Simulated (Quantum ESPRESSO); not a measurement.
The system is AlSn.

```
CELL_PARAMETERS angstrom
4.19811 0.00000 0.00000
-2.09905 3.63567 0.00000
0.00000 0.00000 3.30685
ATOMIC_POSITIONS crystal
Sn 0.33333 0.66667 0.50000
Al 0.00000 0.00000 0.00000
```

The cell comes from a database or a generator and needn't be the stable form of this composition.

| Quantity | Value |
| --- | --- |
| Program | Quantum ESPRESSO 7.5 |
| Task | phonons |
| Functional | PBEsol |
| Potentials or basis | PseudoDojo 0.4.1 SR PBEsol standard |
| Cutoff | 980 eV |
| Density cutoff | 3918 eV |
| k mesh | 7 × 7 × 8 |
| Occupations | methfessel-paxton, width 0.136 eV |
| Spin | no spin polarisation |
| Mixing beta | 0.5 |
| Most SCF iterations | 120 |
| SCF threshold | 4e-10 Ry |

The cell and the atoms were relaxed first, to 24.36 Å³/atom (a = 4.138 Å, b = 4.138 Å, c = 3.286 Å, α = 90.00°, β = 90.00°, γ = 120.00°), and the response was taken there.

```xyz
2
Lattice="4.1376 0.0000 0.0000 -2.0688 3.5833 0.0000 0.0000 0.0000 3.2858" Properties=species:S:1:pos:R:3 pbc="T T T"
Sn    0.0000    2.3889    1.6429
Al    0.0000    0.0000    0.0000
```

Problem. Which optical modes does the crystal have at the zone centre, and which show in infrared and Raman spectra?

Solution. The optical modes are A''2 + E'. Infrared active: A''2 + E'. Raman active: E'.

Optical modes at Γ, degenerate ones joined:
```
cm⁻¹  components  symmetry     active in
 158           1      A''2            IR
 220           2        E'  IR and Raman
```

Caveat: the mesh is thin for the phonons of a metal.
